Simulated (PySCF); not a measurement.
**RuCl₃⁺: relaxation and vibrations of the quintet**

Aim: relax RuCl₃⁺ as a quintet from a trigonal pyramidal start, check by its vibrations whether the end is a minimum, and collect its spectrum and constants.

The runs use PySCF 2.14.0; B3LYP, basis Ru def2-SVP with ECP28, Cl def2-SVP, scalar-relativistic core potentials, no spin–orbit coupling, density fitting.

### Step 1. Where the work starts

4 atoms, charge 1, spin multiplicity 5.

Bond lengths: Ru1–Cl2 2.195 Å, Ru1–Cl3 2.195 Å, Ru1–Cl4 2.195 Å. Angles: Cl2–Ru1–Cl3 99.8°, Cl2–Ru1–Cl4 99.8°, Cl3–Ru1–Cl4 99.8°.

```xyz
4
charge 1 multiplicity 5
Ru    0.0000    0.0000   -0.5228
Cl    1.9382    0.0000    0.5078
Cl   -0.9691    1.6786    0.5078
Cl   -0.9691   -1.6785    0.5078
```

### Step 2. Trigonal pyramidal start, quintet: relaxation

One driver script runs all steps and calls PySCF; scf.py shows how it sets up the SCF of each step. The optimiser is the driver's own. Before each start the driver seeks the lowest SCF state from one or more starting densities and follows internal instabilities, so scf.py alone need not reach the same state.

The program finds C3v symmetry in the start, which this walk keeps. Threshold on the gradient: 0.0003 Eh/bohr, with a further test on the energy change.

Contents of scf.py:

```python
from pyscf import gto, scf, dft
mol = gto.M(atom='''
Ru    -0.000000    -0.000000    -0.522780
Cl     1.938240    -0.000035     0.507820
Cl    -0.969090     1.678583     0.507820
Cl    -0.969150    -1.678548     0.507820''',
    basis={'Ru': 'def2-SVP', 'Cl': 'def2-SVP'},
    ecp={'Ru': 'def2-SVP'},
    charge=1, spin=4)
mf = dft.UKS(mol, xc='B3LYP')
mf.grids.atom_grid = (50, 194)
aux = {'Ru': 'def2-universal-JKFIT', 'Cl': 'def2-universal-JKFIT'}
mf = mf.density_fit(auxbasis=aux)
mf.kernel()
```

The optimiser's trace:

```
step   energy (Eh)  change (kJ/mol)  largest symmetric gradient (Eh/bohr)
   0  -1474.817610             0.00                               0.01452
   1  -1474.824140           -17.14                               0.01433
   2  -1474.830804           -34.64                               0.01404
   3  -1474.832889           -40.11                               0.01174
   4  -1474.834339           -43.92                               0.00755
   5  -1474.835394           -46.69                               0.00311
   6  -1474.835736           -47.59                               0.00220
   7  -1474.835874           -47.95                               0.00061
   8  -1474.835899           -48.02                               0.00098
   9  -1474.835911           -48.05                               0.00016
  10  -1474.835911           -48.05                               0.00003
```

The walk took 25 s on 4 threads, shared host.

End point (D3h, 10 steps, 48.1 kJ/mol gained): Ru–Cl 2.205 Å (×3); Cl–Ru–Cl 120.0° (×3). A gradient of 0.0071 Eh/bohr that breaks the symmetry is left: this electronic state wants a lower symmetry.

### Step 3. Relaxing without the symmetry constraint

The geometry is nudged along the force that breaks the symmetry.

The program finds C2v symmetry in the start, which may break.

scf.py: that of step 2 with these lines changed.

```diff
@@ -3,4 +3,4 @@
-Ru    -0.000000    -0.000000    -0.522780
-Cl     1.938240    -0.000035     0.507820
-Cl    -0.969090     1.678583     0.507820
-Cl    -0.969150    -1.678548     0.507820''',
+Ru    -0.017506    -0.000000     0.000000
+Cl     2.188663     0.000023    -0.000001
+Cl    -1.068845     1.937383     0.000000
+Cl    -1.068804    -1.937406     0.000000''',
```

Energy and gradient, step by step:

```
step   energy (Eh)  change (kJ/mol)  largest gradient (Eh/bohr)
   0  -1474.837772             0.00                     0.00716
   1  -1474.840326            -6.71                     0.00801
   2  -1474.844818           -18.50                     0.01043
   3  -1474.845389           -20.00                     0.00611
   4  -1474.845590           -20.52                     0.00057
   5  -1474.845596           -20.54                     0.00008
   6  -1474.845596           -20.54                     0.00001
```

The walk took 16 s.

Positions (Å) and forces (eV/Å) along the way:

```
step 0
Ru  -0.018   0.000   0.000  -0.229   0.001   0.000
Cl   2.189   0.000   0.000  -0.368   0.000   0.000
Cl  -1.069   1.937   0.000   0.299   0.311   0.000
Cl  -1.069  -1.937   0.000   0.299  -0.311   0.000
step 1
Ru  -0.051   0.000   0.000  -0.412  -0.001   0.000
Cl   2.143   0.000   0.000  -0.208   0.000   0.000
Cl  -1.029   1.982   0.000   0.310   0.153   0.000
Cl  -1.029  -1.982   0.000   0.310  -0.152   0.000
step 3
Ru  -0.205   0.000   0.000  -0.314  -0.002   0.000
Cl   1.966   0.000   0.000   0.080   0.000   0.000
Cl  -0.864   2.127   0.000   0.117  -0.238   0.000
Cl  -0.864  -2.127   0.000   0.117   0.240   0.000
step 6
Ru  -0.226   0.000   0.000  -0.001   0.000   0.000
Cl   1.950   0.000   0.000   0.001   0.000   0.000
Cl  -0.845   2.124   0.000   0.000   0.000   0.000
Cl  -0.845  -2.124   0.000   0.000   0.000   0.000
```

It settles in C2v symmetry, 20.5 kJ/mol below the start, after 6 steps: Ru–Cl 2.176 Å, Ru–Cl 2.212 Å (×2); Cl–Ru–Cl 106.2° (×2), Cl–Ru–Cl 147.5°.

### Step 4. Hessian and properties

On the finer grid the gradient is checked again; gradients at displacements of ±0.01 bohr then give force constants and infrared intensities.

scf.py: that of step 3 with these lines changed.

```diff
@@ -3,4 +3,4 @@
-Ru    -0.017506    -0.000000     0.000000
-Cl     2.188663     0.000023    -0.000001
-Cl    -1.068845     1.937383     0.000000
-Cl    -1.068804    -1.937406     0.000000''',
+Ru    -0.162196     0.000005     0.000000
+Cl     2.013352    -0.000057    -0.000000
+Cl    -0.773715     2.126199     0.000000
+Cl    -0.773835    -2.126155     0.000000''',
@@ -11 +11 @@
-mf.grids.atom_grid = (50, 194)
+mf.grids.atom_grid = (75, 302)
```

The driver hands on the density of the step before, so the log starts near convergence.

SCF at the final geometry:

```text
init E= -1474.84555638559
[... the frontier-level lines of each cycle are left out ...]
cycle= 1 E= -1474.84555637805  delta_E= 7.54e-09  |g|= 0.000114  |ddm|= 0.000191
cycle= 2 E= -1474.84555631265  delta_E= 6.54e-08  |g|= 0.000339  |ddm|= 0.00053
cycle= 3 E= -1474.8455563841  delta_E= -7.14e-08  |g|= 7.1e-05  |ddm|= 0.000391
cycle= 4 E= -1474.84555638676  delta_E= -2.66e-09  |g|= 6.12e-06  |ddm|= 6.44e-05
cycle= 5 E= -1474.84555638678  delta_E= -2.14e-11  |g|= 8.99e-07  |ddm|= 8.18e-06
Extra cycle  E= -1474.84555638678  delta_E= -4.77e-12  |g|= 2.18e-06  |ddm|= 3.75e-06
converged SCF energy = -1474.84555638678  <S^2> = 6.0198641  2S+1 = 5.0079393
```

The whole step took 43 s.

Geometry: C2v; Ru–Cl 2.176 Å, Ru–Cl 2.212 Å (×2); Cl–Ru–Cl 106.0° (×2), Cl–Ru–Cl 147.9°.

Harmonic modes (main isotopes):

```tsv
symmetry	ω (cm⁻¹)	IR (km/mol)	μ (u)	type
b1	65	4.0	51.72	bend
b2	98	0.1	37.57	bend
a1	106	0.1	40.48	bend
a1	385	0.2	35.04	stretch
a1	443	14.6	43.45	stretch
b2	454	46.1	47.29	stretch
```

All wavenumbers are real: a minimum.

Properties at this point:

| Item | Value |
| --- | --- |
| Dipole moment about the centre of mass | 0.16 D |
| Highest occupied level | -13.83 eV |
| Lowest empty level | -11.59 eV |
| Rotational constants | 0.09048, 0.05332, 0.03355 cm⁻¹ |
| Zero-point energy | 9.3 kJ/mol |
| Principal polarisabilities | 32.4, 74.2, 104.4 bohr³ |
| Principal traceless quadrupole moments about the centre of mass | -5.20, 2.46, 2.75 D Å |
| Entropy at 298.15 K and 1 bar (electronic part: spin only) | 360.5 J/(mol K) |
| Heat capacity Cp at 298.15 K | 75.5 J/(mol K) |
| Enthalpy at 298.15 K above 0 K | 18.10 kJ/mol |
| Rotational symmetry number | 2 |
| Spin squared ⟨S²⟩ | 6.020 |

Populations by atom (charges in e):

| atom | Mulliken | Löwdin | polar tensor | spin (Mulliken) | Mayer order to Ru1 |
| --- | --- | --- | --- | --- | --- |
| Ru1 | 0.62 | -0.30 | 1.34 | 2.81 | – |
| Cl2 | 0.17 | 0.49 | -0.04 | 0.40 | 1.50 |
| Cl3,4 | 0.10 | 0.40 | -0.15 | 0.40 | 1.39 |

Outer orbital energies (eV). α occupied: -16.18, -15.96, -15.90, -15.68, -15.07, -14.96, -14.45, -13.83; empty: -11.06, -5.67, -5.25, -3.35. β occupied: -17.56, -17.10, -16.04, -15.97, -15.86, -15.20, -14.88, -14.68; empty: -11.59, -11.50, -11.26, -10.70.

Mulliken populations on Ru1 (outside its core potential): s 2.41, p 6.52, d 6.44, f 0.01.

### Step 5. Summary of results

```
                                          quantity                                                                     value
                                           minimum                                                              quintet, C2v
                                          geometry  Ru–Cl 2.176 Å, Ru–Cl 2.212 Å (×2); Cl–Ru–Cl 106.0° (×2), Cl–Ru–Cl 147.9°
                                wavenumbers (cm⁻¹)                  65 (b1), 98 (b2), 106 (a1), 385 (a1), 443 (a1), 454 (b2)
                    dipole moment (centre of mass)                                                                    0.16 D
highest occupied, lowest empty level (either spin)                                                         -13.83, -11.59 eV
                        polar-tensor charge of Ru1                                                                   +1.34 e
                                 zero-point energy                                                                9.3 kJ/mol
                               entropy at 298.15 K                                                           360.5 J/(mol K)
                                              ⟨S²⟩                                                                     6.020
```

What this shows: The trigonal pyramidal start (C3v) ends in a minimum of C2v symmetry. In the infrared the band at 454 cm⁻¹ (b2, stretch) leads. Most of the spin sits on Ru1 (Mulliken spin 2.81, against 4 for the whole molecule). Other starts or spin states, not run here, may lie lower. Take wavenumbers under 90 cm⁻¹ as rough. One determinant may miss the lowest occupation of an open d or f shell.

The search up to here took 95 s.
